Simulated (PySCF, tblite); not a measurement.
# C4H5BO2: dynamics, then NMR shifts on frames

Aim: move C4H5BO2 (`C=C=C=CB(O)O`) away from its starting geometry and see how NMR shifts follow the geometry.

Computed with tblite 0.8.0 and PySCF 2.14.0, with density-fitted response routines of our own, on a single molecule in the gas phase. Atoms are numbered from 0 throughout.

### Step 1. The starting structure

12 atoms, charge 0, multiplicity 1; geometry from: GFN2-xTB.

Bonds of the start (Å): C0–C1 1.31, C1–C2 1.26, C2–C3 1.32, C3–B4 1.56, B4–O5 1.36, B4–O6 1.36, C0–H7 1.08, C0–H8 1.08, C3–H9 1.08, O5–H10 0.96, O6–H11 0.96.

### Step 2. A short Langevin run with GFN2-xTB

Job settings and geometry (Å):

```
{"job": {"kind": "md", "xc": "GFN2-xTB", "basis": "xTB", "temperature": 300, "steps": 2000, "every": 50, "frames": 5}, "charge": 0, "multiplicity": 1}
C      3.185661    -0.215265    -0.134323
C      1.955638     0.132237     0.150647
C      0.779397     0.478452     0.431251
C     -0.464059     0.810801     0.704767
B     -1.719769     0.012908     0.224042
O     -1.550791    -1.089610    -0.549129
O     -2.936289     0.477257     0.618069
H      4.032762     0.354206     0.216601
H      3.398275    -1.088187    -0.731942
H     -0.633881     1.695228     1.307923
H     -2.340139    -1.554548    -0.827858
H     -3.705608    -0.014166     0.328645
```

With the program's defaults for keys left out, this is: GFN2-xTB Langevin dynamics, gas phase.

The run is started by

```console
$ OMP_NUM_THREADS=1 python probes_run.py task.json out
```

The driver reads the jobs from task.json and runs them one after another.

What it wrote:

```text
t/fs     T/K      E/eV
    0.0   261.5   -556.43326
   25.0   211.8   -556.16924
   50.0   297.8   -556.01297
   75.0   204.1   -556.00187
  100.0   348.2   -556.21377
  125.0   229.3   -556.00030
  150.0   245.2   -556.01935
  175.0   342.0   -556.08640
  200.0   290.1   -555.97620
  225.0   250.4   -556.09541
  250.0   331.9   -556.12238
  275.0   307.2   -556.19587
  300.0   377.5   -556.08259
  325.0   422.5   -555.99530
  350.0   465.3   -556.01113
  375.0   279.3   -555.93499
  400.0   346.5   -556.01987
  425.0   238.3   -556.07959
  450.0   284.9   -555.97644
  475.0   238.7   -555.98973
  500.0   317.2   -556.07731
  525.0   220.5   -555.99110
  550.0   254.5   -556.09501
  575.0   222.1   -556.01337
  600.0   325.3   -556.00137
  625.0   255.7   -555.83842
  650.0   310.1   -555.88452
  675.0   385.6   -555.98001
  700.0   319.9   -555.98720
  725.0   376.4   -556.02865
  750.0   290.4   -556.14809
  775.0   177.3   -556.04609
  800.0   210.9   -556.18810
  825.0   212.9   -556.10483
  850.0   258.8   -556.19720
  875.0   247.4   -556.04724
  900.0   291.1   -556.13835
  925.0   300.2   -556.09362
  950.0   363.7   -556.06242
  975.0   257.9   -555.90322
 1000.0   360.5   -556.06989
```

Wall time 8.5 s (1 thread of Arm Neoverse V1, shared host); peak memory 0.18 GiB.

Distance from the start (root mean square after alignment): 0 fs 0.00 Å, 200 fs 0.27 Å, 400 fs 0.60 Å, 600 fs 0.47 Å, 800 fs 0.33 Å, 1000 fs 0.22 Å.

Positions (Å) and forces (eV/Å) at 1000 fs:

```xyz
12

C     2.492   -0.698    0.807    1.978    0.385   -0.516
C     1.276   -0.347    1.036    0.833   -0.118   -0.502
C     0.087   -0.049    1.025   -3.966    0.308    0.439
C    -1.210    0.171    1.244    0.602   -0.126    0.710
B    -2.413   -0.305    0.383   -0.111    0.729   -0.368
O    -2.188   -0.453   -0.946    0.984    0.070    0.470
O    -3.678   -0.367    0.899    0.998    0.071    0.823
H     3.227   -0.302    1.486    0.444   -0.417    0.097
H     2.841   -1.077   -0.154   -0.185   -0.212    0.488
H    -1.462    0.644    2.194    0.055    0.034   -0.132
H    -2.868   -0.905   -1.391   -1.039   -0.511   -0.953
H    -4.378   -0.547    0.299   -0.593   -0.213   -0.554
```

### Step 3. Nuclear shieldings: 250 fs, PBE0/pcSseg-1

Job settings and geometry (Å):

```
{"job": {"kind": "nmr", "xc": "PBE0", "basis": "pcSseg-1", "pop": false}, "charge": 0, "multiplicity": 1}
C      2.741300     0.133400    -0.002700
C      1.530000     0.369400     0.454700
C      0.337200     0.423700     0.863400
C     -0.905200     0.771100     1.204200
B     -2.107000     0.233100     0.407400
O     -1.869500    -0.428600    -0.796400
O     -3.309000     0.363400     0.990600
H      3.626000     0.449600     0.464800
H      2.821700    -0.399500    -0.898100
H     -0.935300     1.271700     2.137900
H     -2.638700    -0.642700    -1.302300
H     -3.952900    -0.082000     0.393900
```

With the program's defaults for keys left out, this is: GIAO PBE0/pcSseg-1 NMR shielding, non-relativistic, gas phase.

What it wrote:

```text
coarse grid: 10704 points
cycle   1  E = -330.1197819917  dE =  1.148e+00  |g| = 8.630e-01  |ddm| = 3.443e+00
cycle   2  E = -330.0132829283  dE =  1.065e-01  |g| = 1.171e+00  |ddm| = 1.576e+00
cycle   3  E = -330.2576051486  dE = -2.443e-01  |g| = 9.574e-02  |ddm| = 1.012e+00
cycle   4  E = -330.2591424592  dE = -1.537e-03  |g| = 5.589e-02  |ddm| = 1.250e-01
cycle   5  E = -330.2599408549  dE = -7.984e-04  |g| = 2.354e-02  |ddm| = 6.630e-02
cycle   6  E = -330.2601018112  dE = -1.610e-04  |g| = 2.490e-03  |ddm| = 2.344e-02
cycle   7  E = -330.2601030159  dE = -1.205e-06  |g| = 1.312e-03  |ddm| = 4.193e-03
final grid: 105320 points
cycle   8  E = -330.3199916309  dE = -3.339e-05  |g| = 8.016e-03  |ddm| = 3.964e-02
cycle   9  E = -330.3199832947  dE =  8.336e-06  |g| = 1.059e-02  |ddm| = 1.617e-02
cycle  10  E = -330.3200052304  dE = -2.194e-05  |g| = 1.375e-03  |ddm| = 9.466e-03
cycle  11  E = -330.3200056230  dE = -3.926e-07  |g| = 2.877e-04  |ddm| = 1.309e-03
cycle  12  E = -330.3200056362  dE = -1.317e-08  |g| = 1.552e-04  |ddm| = 3.797e-04
cycle  13  E = -330.3200056421  dE = -5.911e-09  |g| = 4.824e-05  |ddm| = 1.700e-04
cycle  14  E = -330.3200056427  dE = -5.871e-10  |g| = 1.366e-05  |ddm| = 4.756e-05
converged SCF energy = -330.3200056427

GIAO shielding tensors (ppm)
atom      isotropic    diamagn.    paramagn.     s11        s22        s33       span
  0 C       75.985     264.782    -188.797      6.677     45.690    175.588    168.911
  1 C       -4.913     262.874    -267.788    -36.220    -10.056     31.536     67.756
  2 C      -27.458     261.458    -288.916    -57.863    -27.775      3.263     61.127
  3 C       66.971     262.253    -195.282     -8.841     38.223    171.532    180.373
  4 B       75.921     194.999    -119.078     57.651     76.780     93.333     35.683
  5 O      226.631     390.138    -163.506    151.201    256.867    271.826    120.625
  6 O      196.700     382.507    -185.807    106.706    235.597    247.797    141.091
  7 H       26.259      29.310      -3.051     25.379     25.423     27.975      2.596
  8 H       26.457      35.010      -8.553     24.697     25.264     29.410      4.713
  9 H       25.719      30.722      -5.002     23.984     25.245     27.929      3.945
 10 H       29.330      32.323      -2.993     23.830     24.853     39.308     15.478
 11 H       27.797      27.502       0.295     22.108     25.493     35.790     13.682
```

Wall time 16 s (1 thread of Arm Neoverse V1, shared host); peak memory 0.83 GiB.

Shifts follow as δ = σ(reference) − σ, with reference shieldings (ppm) from runs at the same level and on the same kind of geometry: ¹H TMS 31.72, ¹³C TMS 186.9, ¹⁷O H2O 336.1, ¹¹B BF3·OEt2 100.1. The references are single molecules in the gas phase, so shifts against H2O, NH3, PH3, H3PO4 or CFCl3 are not on the usual liquid scales and can be off by tens of ppm. Each atom is listed at this fixed geometry, with no averaging over motion; a spectrum would average atoms that exchange fast.

| atoms | environment | σ (ppm) | δ (ppm) |
| --- | --- | --- | --- |
| C2 | inner carbon of a cumulene | -27.5 | 214.4 |
| C1 | inner carbon of a cumulene | -4.9 | 191.8 |
| C3 | terminal carbon of a cumulated C=C=C unit | 67.0 | 120.0 |
| C0 | terminal carbon of a cumulated C=C=C unit | 76.0 | 110.9 |
| H9 | hydrogen on a terminal carbon of a cumulated C=C=C unit | 25.72 | 6.00 |
| H7 | hydrogen on a terminal carbon of a cumulated C=C=C unit | 26.26 | 5.46 |
| H8 | hydrogen on a terminal carbon of a cumulated C=C=C unit | 26.46 | 5.26 |
| H11 | hydrogen on an oxygen bonded to B | 27.80 | 3.92 |
| H10 | hydrogen on an oxygen bonded to B | 29.33 | 2.39 |
| B4 | boron bonded to C, 2 O | 75.9 | 24.1 |
| O6 | oxygen bonded to B, H | 196.7 | 139.4 |
| O5 | oxygen bonded to B, H | 226.6 | 109.4 |

The fields below are evaluated on a grid from the run's orbitals.

Frontier orbitals at PBE0/pcSseg-1, with the share of their density that lies nearest to each atom:

| orbital | energy (eV) | lies on |
| --- | --- | --- |
| HOMO | -6.92 | C0, C3 about 27 % each; C1, C2 about 13 % each |
| LUMO | -1.92 | C0, C2, C3 about 20 % each; C1 12 %; B4 9 % |

ELF in a plane through or near 12 of the atoms.

Values, 10 rows by 14 columns:
```
0.00 0.00 0.00 0.00 0.00 0.00 0.00 0.00 0.00 0.00 0.00 0.00 0.00 0.00
0.00 0.00 0.00 0.00 0.00 0.00 0.00 0.01 0.01 0.00 0.00 0.00 0.00 0.00
0.00 0.00 0.00 0.00 0.00 0.01 0.00 0.97 0.93 0.00 0.00 0.00 0.00 0.00
0.00 0.00 0.01 0.02 0.13 0.63 0.27 0.90 0.79 0.07 0.70 0.14 0.00 0.00
0.00 0.01 0.98 0.96 0.55 0.80 0.65 0.51 0.94 0.72 0.45 0.25 0.00 0.00
0.00 0.01 0.79 0.73 0.55 0.60 0.84 0.08 0.27 0.28 0.77 0.92 0.00 0.00
0.00 0.00 0.03 0.97 0.88 0.15 0.29 0.24 0.51 0.62 0.02 0.25 0.00 0.00
0.00 0.00 0.01 0.93 0.82 0.00 0.00 0.36 0.60 0.95 0.76 0.00 0.00 0.00
0.00 0.00 0.00 0.00 0.00 0.00 0.00 0.00 0.01 0.04 0.00 0.00 0.00 0.00
0.00 0.00 0.00 0.00 0.00 0.00 0.00 0.00 0.00 0.00 0.00 0.00 0.00 0.00
```
The map spans 13.2 Å across and 9.4 Å up, centred on the molecule. Atoms in the plane (x, y in Å): C0 (-3.1, -0.3), C1 (-1.9, 0.2), C2 (-0.7, 0.6), C3 (0.5, 1.0), B4 (1.7, 0.1), O5 (1.5, -1.3), O6 (2.9, 0.6), H7 (-4.0, 0.3), H8 (-3.2, -1.3), H9 (0.6, 2.1), H10 (2.2, -1.9), H11 (3.6, -0.1).

log10 of the density (e/Å³) in the same plane.

Ten even steps from ' ' (-4.0) to '@' (1.5):
```
                                                        
                                                        
                          ..::::....                    
                      ....----==--::..                  
                ..::::::--==++++==--::....              
          ....::----======++**##**==--====--::          
      ..::------====++++++**####**++==++++==--..        
    ..::==++++++++****######%%%%##****####**==::..      
    ::--++********######@@########**##%%@@##++--..      
    ::==++########%%@@##%%########%%##%%%%##++--..      
    ::--++**##@@########****++**##%%****####++--..      
    ..--==**######****++++==++**####**++++++==::..      
    ..::--++**##**++========++##@@@@##++====--..        
      ..::==++**++==--------++##%%%%##**==::..          
        ::--======--::....--==++******++==::            
          ..::::::..      ..::--========::              
              ..            ..::::::::::..              
                                                        
                                                        
                                                        
```
The map spans 13.2 Å across and 9.4 Å up, centred on the molecule. Atoms in the plane (x, y in Å): C0 (-3.1, -0.3), C1 (-1.9, 0.2), C2 (-0.7, 0.6), C3 (0.5, 1.0), B4 (1.7, 0.1), O5 (1.5, -1.3), O6 (2.9, 0.6), H7 (-4.0, 0.3), H8 (-3.2, -1.3), H9 (0.6, 2.1), H10 (2.2, -1.9), H11 (3.6, -0.1).

On the surface of density 0.002 e/bohr³ the electrostatic potential runs, from the 1st to the 99th percentile, from -1.50 V near O5 to 3.01 V near H11.

### Step 4. NMR shieldings: 425 fs, PBE0/pcSseg-1

Job settings and geometry (Å):

```
{"job": {"kind": "nmr", "xc": "PBE0", "basis": "pcSseg-1", "pop": false}, "charge": 0, "multiplicity": 1}
C      2.413300     0.896000     0.850400
C      1.299300     0.270000     0.973000
C      0.155300    -0.238800     1.178800
C     -1.135500    -0.583100     1.281300
B     -2.217900    -0.221800     0.246000
O     -2.037400    -0.685100    -0.994700
O     -3.312000     0.523900     0.670200
H      3.194200     1.028500     1.628700
H      2.731600     1.402600    -0.070000
H     -1.305300    -0.979500     2.309200
H     -2.631700    -0.440100    -1.680600
H     -3.838300     0.832200    -0.069200
```

With the program's defaults for keys left out, this is: GIAO PBE0/pcSseg-1 NMR shielding, non-relativistic, gas phase.

What it wrote:

```text
coarse grid: 10704 points
cycle   1  E = -330.1179111567  dE =  1.115e+00  |g| = 8.646e-01  |ddm| = 3.575e+00
cycle   2  E = -330.0207095884  dE =  9.720e-02  |g| = 1.154e+00  |ddm| = 1.852e+00
cycle   3  E = -330.2559523887  dE = -2.352e-01  |g| = 8.092e-02  |ddm| = 1.185e+00
cycle   4  E = -330.2572254306  dE = -1.273e-03  |g| = 3.439e-02  |ddm| = 1.010e-01
cycle   5  E = -330.2574120758  dE = -1.866e-04  |g| = 2.202e-02  |ddm| = 4.482e-02
cycle   6  E = -330.2575511743  dE = -1.391e-04  |g| = 3.599e-03  |ddm| = 2.048e-02
cycle   7  E = -330.2575542815  dE = -3.107e-06  |g| = 1.505e-03  |ddm| = 3.630e-03
final grid: 105320 points
cycle   8  E = -330.3177854079  dE = -2.678e-05  |g| = 7.400e-03  |ddm| = 6.201e-02
cycle   9  E = -330.3177761689  dE =  9.239e-06  |g| = 1.019e-02  |ddm| = 1.464e-02
cycle  10  E = -330.3177963422  dE = -2.017e-05  |g| = 1.513e-03  |ddm| = 7.920e-03
cycle  11  E = -330.3177969288  dE = -5.866e-07  |g| = 4.269e-04  |ddm| = 1.490e-03
cycle  12  E = -330.3177969771  dE = -4.830e-08  |g| = 1.278e-04  |ddm| = 4.815e-04
cycle  13  E = -330.3177969812  dE = -4.149e-09  |g| = 4.061e-05  |ddm| = 1.262e-04
cycle  14  E = -330.3177969815  dE = -2.919e-10  |g| = 8.789e-06  |ddm| = 3.688e-05
converged SCF energy = -330.3177969815

GIAO shielding tensors (ppm)
atom      isotropic    diamagn.    paramagn.     s11        s22        s33       span
  0 C       82.462     265.397    -182.935     21.754     54.629    171.004    149.249
  1 C        4.676     257.310    -252.634    -22.539      1.849     34.719     57.258
  2 C      -18.486     258.176    -276.661    -48.194    -22.826     15.563     63.756
  3 C       67.068     267.497    -200.429     -7.142     37.543    170.803    177.945
  4 B       75.705     195.950    -120.246     60.661     70.733     95.720     35.060
  5 O      217.210     389.962    -172.752    130.766    247.997    272.868    142.102
  6 O      215.826     383.020    -167.194    124.525    261.024    261.928    137.403
  7 H       25.377      27.104      -1.727     23.629     24.984     27.517      3.888
  8 H       25.714      33.021      -7.307     23.833     25.687     27.623      3.790
  9 H       24.960      27.352      -2.392     22.777     25.169     26.933      4.156
 10 H       28.566      32.169      -3.603     23.278     23.634     38.787     15.509
 11 H       28.598      29.468      -0.871     23.144     24.617     38.032     14.888
```

Run time: 11 s. Hardware: 1 thread of Arm Neoverse V1, shared host; peak memory 0.71 GiB.

Key values: δ C2 205.4, C1 182.2, C3 119.9, C0 104.5, H9 6.76, H7 6.34 ppm.

[end of part 1 of 2]
